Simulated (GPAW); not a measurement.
## NiMoIrPdW in GPAW: the effect of functional

The system is NiMoIrPdW.

```
Ni Mo Pd Ir W
1.0
     2.76078    0.00000    0.00000
    -1.38039    2.39090    0.00000
     0.00000    0.00000   11.34051
Ni Mo Pd Ir W
1 1 1 1 1
Direct
  0.00000 0.00000 0.70917
  0.66667 0.33333 0.29425
  0.66667 0.33333 0.89901
  0.00000 0.00000 0.10604
  0.66667 0.33333 0.52921
```

The cell was built by a generator and needn't be a form met in nature.

Alike in all runs:

```yaml
Program: GPAW 26.7.0
Task: band structure
Cutoff: 600 eV
Basis: pw
k_mesh: 8 × 8 × 2
Occupations: fermi-dirac, width 0.05 eV
Spin: collinear spin, ferromagnetic start
Starting_moments: "[1.0, 1.0, 0.0, 0.6, 0.0] μB"
```

| functional | potentials or basis | pressure (GPa) | largest force (eV/Å) |
| --- | --- | --- | --- |
| RPBE | the program's PAW data sets (release 1.2.1) made for this functional | 4.2 | 0.33 |
| revPBE | the program's PAW data sets (release 1.2.1) made for this functional | ? | ? |
| BLYP | PAW data sets generated in the run's folder for this functional | 10.0 | 0.45 |
| LDA | the program's PAW data sets (release 1.2.1) made for this functional | -14.6 | 0.26 |
| PBE | GPAW PAW data sets (gpaw-data 1.2.1) | -0.1 | 0.29 |
| PBEsol | PAW data sets generated in the run's folder for this functional | -8.8 | 0.18 |

Problem. What does the run with functional revPBE give?

Solution. Pressure 3.0 GPa; largest force 0.31 eV/Å.

Caveats: the stock nickel data set gives pressures a few GPa off other programs.
